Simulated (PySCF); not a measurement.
# C₂H₂N₂Si: electronic excitations and core binding energies

Wanted: the electronic excitations and core binding energies of C₂H₂N₂Si (`N#C[SiH2]C#N`), by calculation.

Computed with PySCF 2.14.0, with density-fitted response routines of our own, on a single molecule in the gas phase. Atoms count from 0, in the outputs and in this text.

### 1 The starting structure

7 atoms, charge 0, multiplicity 1; geometry from: GFN2-xTB.

Bonds of the start (Å): N0–C1 1.14, C1–Si2 1.87, Si2–C3 1.87, C3–N4 1.14, Si2–H5 1.46, Si2–H6 1.46.

### 2 TDDFT and polarisability: CAM-B3LYP/def2-SVPD

What the job is given:

```
{"job": {"kind": "uv", "xc": "CAM-B3LYP", "basis": "def2-SVPD", "nstates": 8, "ntriplets": 3}, "charge": 0, "multiplicity": 1}
N     -2.377345    -1.208550    -0.014996
C     -1.466306    -0.515441    -0.004357
Si     0.000554     0.640325     0.010495
C      1.467075    -0.515265    -0.023430
N      2.378048    -1.208215    -0.045085
H      0.009108     1.382258     1.268495
H     -0.007801     1.429792    -1.218199
```

Level: TDDFT CAM-B3LYP/def2-SVPD, vertical, gas phase, core orbitals frozen in the response.

What it wrote:

```text
coarse grid: 7160 points
cycle   1  E = -475.9097577144  dE =  4.435e-01  |g| = 5.672e-01  |ddm| = 3.384e+00
cycle   2  E = -475.7283021250  dE =  1.815e-01  |g| = 1.105e+00  |ddm| = 1.565e+00
cycle   3  E = -476.0023746424  dE = -2.741e-01  |g| = 4.804e-02  |ddm| = 9.629e-01
cycle   4  E = -476.0031173337  dE = -7.427e-04  |g| = 2.187e-02  |ddm| = 1.399e-01
cycle   5  E = -476.0032354955  dE = -1.182e-04  |g| = 2.844e-03  |ddm| = 3.467e-02
cycle   6  E = -476.0032383688  dE = -2.873e-06  |g| = 6.033e-04  |ddm| = 7.274e-03
final grid: 67072 points
cycle   7  E = -476.0709146006  dE = -9.124e-06  |g| = 9.670e-04  |ddm| = 3.221e-02
cycle   8  E = -476.0709146703  dE = -6.970e-08  |g| = 1.066e-03  |ddm| = 3.964e-03
cycle   9  E = -476.0709148906  dE = -2.204e-07  |g| = 3.747e-04  |ddm| = 1.138e-03
cycle  10  E = -476.0709149199  dE = -2.926e-08  |g| = 1.258e-04  |ddm| = 4.055e-04
cycle  11  E = -476.0709149233  dE = -3.371e-09  |g| = 9.725e-06  |ddm| = 2.216e-04
cycle  12  E = -476.0709149233  dE = -2.615e-11  |g| = 5.300e-06  |ddm| = 2.277e-05
converged SCF energy = -476.0709149233

Static polarisability (au): isotropic 53.462, principal 42.067 52.968 65.353

Singlet excitations
state   eV       nm        f      main configurations
  1   7.0833    175.0   0.00000   H-3->L 0.35, H-1->L+1 0.27, H->L+2 0.18
  2   7.0857    175.0   0.00112   H->L 0.51, H-3->L+2 0.16, H-2->L+1 0.11
  3   7.3661    168.3   0.00000   H-1->L+1 0.45, H-3->L 0.22, H->L+2 0.12
  4   7.3943    167.7   0.00285   H-1->L 0.39, H-3->L+1 0.30, H->L+4 0.13
  5   7.4328    166.8   0.00418   H->L+1 0.36, H-2->L 0.27, H-1->L+2 0.13
  6   7.5194    164.9   0.00182   H-2->L+1 0.41, H-1->L+4 0.23, H->L 0.14
  7   8.1177    152.7   0.00183   H-4->L 0.48, H-2->L+2 0.22, H-1->L 0.11
  8   8.2415    150.4   0.00211   H-5->L 0.38, H-2->L 0.23, H-4->L+2 0.16

Triplet excitations (Tamm-Dancoff, eV): 5.8952 5.9074 6.3976
```

It took 10 s on 1 thread, shared host.

Frontier orbitals and where they lie:

```csv
orbital,eV,atoms
HOMO−3,-12.16,"N4 26 %, N0 26 %, C3 22 %"
HOMO−2,-12.15,"N0 25 %, N4 25 %, C1 18 %"
HOMO−1,-11.91,"N0 27 %, N4 27 %, C1 22 %"
HOMO,-11.82,"N0 20 %, N4 20 %, C1 17 %"
LUMO,-0.35,"Si2 27 %, C3 16 %, C1 16 %"
LUMO+1,-0.29,"Si2 26 %, C3 15 %, C1 15 %"
LUMO+2,-0.07,"Si2 39 %, C1 13 %, C3 13 %"
```

With each of the 8 states as a Gaussian band of 0.4 eV half-width at 1/e, the curve within the window shown has maxima at 167 nm (ε 380) L/(mol cm). Beyond the last state computed it falls off for lack of states. The curve at chosen wavelengths:

nm, ε (L/mol/cm) and a bar:
```
      145         73 #####
      147        111 ########
      149        145 ###########
      151        166 #############
      152        171 #############
      154        177 ##############
      156        186 ##############
      158        211 ################
      160        253 ####################
      162        306 ########################
      163        331 ##########################
      165        369 #############################
      167        381 ##############################
      169        363 #############################
      171        321 #########################
      173        265 #####################
      174        236 ##################
      176        178 ##############
      178        129 ##########
      180         89 #######
      182         59 ####
      184         38 ###
      185         30 ##
      187         18 #
      189         11 
      191          6
```

Further results of this job:

```csv
property,computed
dipole moment (D),4.25
polarisability (Å³),7.92
HOMO–LUMO gap (eV),11.47
−ε(HOMO) (eV),11.82
```

### 3 Core-electron binding energies: SCAN, X2C

Settings changed since step 2:

```diff
@@ -1,2 +1,2 @@
-{"job": {"kind": "uv", "xc": "CAM-B3LYP", "basis": "def2-SVPD", "nstates": 8, "ntriplets": 3}, "charge": 0, "multiplicity": 1}
+{"job": {"kind": "xps"}, "charge": 0, "multiplicity": 1}
 N     -2.377345    -1.208550    -0.014996
```

With the program's defaults for keys left out, this is: delta-SCF UKS SCAN, pcX-2 on the ionised atom, pcseg-1 elsewhere, spin-free X2C.

What it wrote:

```text
ground state, core basis on atom 0 (N), 115 functions
  cycle   1  E = -476.84316107  |g| = 4.86e-01
  cycle   2  E = -476.44228013  |g| = 1.35e+00
  cycle   3  E = -476.89831836  |g| = 1.89e-01
  cycle   4  E = -476.90687538  |g| = 2.97e-02
  cycle   5  E = -476.90698428  |g| = 2.34e-02
  cycle   6  E = -476.90709952  |g| = 7.10e-03
  cycle   7  E = -476.90711060  |g| = 1.22e-03
  cycle   8  E = -476.90711024  |g| = 2.33e-04
  E(ground) = -476.94367223 Eh
hole in N 1s of atom 0
  cycle   1  E = -461.28684056  |g| = 1.84e+00
  cycle   2  E = -455.08088480  |g| = 2.98e+00
  cycle   3  E = -452.67915481  |g| = 2.92e+00
  cycle   4  E = -461.47570395  |g| = 1.03e+00
  cycle   5  E = -461.41907707  |g| = 1.14e+00
  cycle   6  E = -461.96842730  |g| = 1.99e-01
  cycle   7  E = -461.97089314  |g| = 1.84e-01
  cycle   8  E = -461.98590672  |g| = 1.86e-02
  cycle   9  E = -461.98619374  |g| = 9.13e-03
  cycle  10  E = -461.98631827  |g| = 4.91e-03
  cycle  11  E = -461.98637014  |g| = 2.65e-03
  cycle  12  E = -461.98637695  |g| = 5.78e-04
  cycle  13  E = -461.98637798  |g| = 2.18e-04
  E(ion) = -462.02253423 Eh   <S^2> = 0.8218   hole on atom = 1.000   binding energy = 406.025 eV
ground state, core basis on atom 1 (C), 115 functions
  cycle   1  E = -476.89682521  |g| = 5.89e-02
  cycle   2  E = -476.89623350  |g| = 5.52e-02
  cycle   3  E = -476.89595772  |g| = 6.47e-02
  cycle   4  E = -476.89691008  |g| = 6.96e-03
  cycle   5  E = -476.89692027  |g| = 3.27e-03
  cycle   6  E = -476.89692124  |g| = 2.66e-04
  E(ground) = -476.93710797 Eh
hole in C 1s of atom 1
  cycle   1  E = -465.60372830  |g| = 1.50e+00
  cycle   2  E = -458.25152157  |g| = 2.88e+00
  cycle   3  E = -456.02514329  |g| = 2.77e+00
  cycle   4  E = -465.88176184  |g| = 7.25e-01
  cycle   5  E = -465.79475371  |g| = 8.55e-01
  cycle   6  E = -466.12309778  |g| = 2.18e-01
  cycle   7  E = -466.13563505  |g| = 1.65e-01
  cycle   8  E = -466.14739649  |g| = 6.11e-02
  cycle   9  E = -466.14938909  |g| = 1.27e-02
  cycle  10  E = -466.14949284  |g| = 4.27e-03
  cycle  11  E = -466.14952097  |g| = 2.05e-03
  cycle  12  E = -466.14953513  |g| = 1.33e-03
  cycle  13  E = -466.14953970  |g| = 5.04e-04
  cycle  14  E = -466.14953938  |g| = 1.21e-04
  E(ion) = -466.18737367 Eh   <S^2> = 0.8208   hole on atom = 1.000   binding energy = 292.515 eV
ground state, core basis on atom 2 (Si), 126 functions
  cycle   1  E = -476.98748108  |g| = 2.89e-01
  cycle   2  E = -476.98527575  |g| = 1.10e-01
  cycle   3  E = -476.97025063  |g| = 2.74e-01
  cycle   4  E = -476.98783806  |g| = 1.77e-02
  cycle   5  E = -476.98786505  |g| = 9.12e-03
  cycle   6  E = -476.98788614  |g| = 1.42e-03
  cycle   7  E = -476.98788726  |g| = 2.51e-04
  E(ground) = -476.98447010 Eh
hole in Si 1s of atom 2
  cycle   1  E = -407.97062078  |g| = 4.35e+00
  cycle   2  E = -406.86794324  |g| = 2.69e+00
  cycle   3  E = -406.25791184  |g| = 2.26e+00
  cycle   4  E = -408.77219257  |g| = 7.45e-01
  cycle   5  E = -408.96793042  |g| = 3.04e-01
  cycle   6  E = -409.01728128  |g| = 6.32e-02
  cycle   7  E = -409.01915079  |g| = 1.50e-02
  cycle   8  E = -409.01928119  |g| = 2.61e-03
  cycle   9  E = -409.01928536  |g| = 9.49e-04
  cycle  10  E = -409.01928660  |g| = 7.45e-04
  cycle  11  E = -409.01928545  |g| = 4.03e-04
  E(ion) = -409.02398340 Eh   <S^2> = 0.7523   hole on atom = 1.000   binding energy = 1849.299 eV
hole in Si 2p of atom 2
  cycle   1  E = -472.63297116  |g| = 1.23e+00
  cycle   2  E = -471.79363521  |g| = 1.63e+00
  cycle   3  E = -472.26190501  |g| = 1.20e+00
  cycle   4  E = -472.92680096  |g| = 2.23e-01
  cycle   5  E = -472.94390983  |g| = 9.82e-02
  cycle   6  E = -472.94949513  |g| = 2.26e-02
  cycle   7  E = -472.94975900  |g| = 4.13e-03
  cycle   8  E = -472.94976760  |g| = 7.42e-04
  cycle   9  E = -472.94976874  |g| = 3.56e-04
  E(ion) = -472.95782604 Eh   <S^2> = 0.7519   hole on atom = 1.003   binding energy = 109.571 eV
  2p3/2 = 109.392 eV   2p1/2 = 110.017 eV
```

It took 13 s on 1 thread, shared host.

Binding energies by hole, beside the orbital energy of the ground state; the difference holds orbital relaxation and, for a density functional, its self-interaction error:

```csv
hole,stands for,environment,ΔSCF (eV; 2p as the shell's mean),−ε (eV),⟨S²⟩
N1s on N0,"N0, N4",nitrile nitrogen,406.02,386.9,0.822
C1s on C1,"C1, C3",nitrile carbon,292.52,274.9,0.821
Si1s on Si2,Si2,"silicon bonded to 2 C, 2 H",1849.30,1795.9,0.752
Si2p on Si2,Si2,"silicon bonded to 2 C, 2 H",109.60,98.6,0.752
```

Each hole run stands for the others of its class of like atoms.

With the spin-orbit splitting: Si2 2p3/2 109.39, 2p1/2 110.02 eV. The table gives each 2p level as the mean over the whole 2p shell (two parts 2p3/2, one part 2p1/2), which differs a little from the single hole in the log.

### 4 Summary of results

| quantity | value |
| --- | --- |
| lowest singlet (CAM-B3LYP/def2-SVPD) | 7.08 eV (175 nm), f = 0.000 |
| brightest single state of those computed | state 5, 7.43 eV, f = 0.004 |
| lowest triplet | 5.90 eV |
| N1s binding energies, SCAN/pcX-2 | N0 406.02 eV |
| C1s binding energies, SCAN/pcX-2 | C1 292.52 eV |
| Si1s binding energies, SCAN/pcX-2 | Si2 1849.30 eV |
| Si2p binding energies, SCAN/pcX-2 | Si2 109.60 eV |

**Reading.** The lowest singlet, at 7.08 eV, is HOMO−3→LUMO 0.35, HOMO−1→LUMO+1 0.27 and is dark; of the 8 states computed, the strongest absorption comes from state 5 at 7.43 eV. The lowest triplet lies 1.19 eV below the lowest singlet (triplets in Tamm-Dancoff, singlets in full TDDFT).
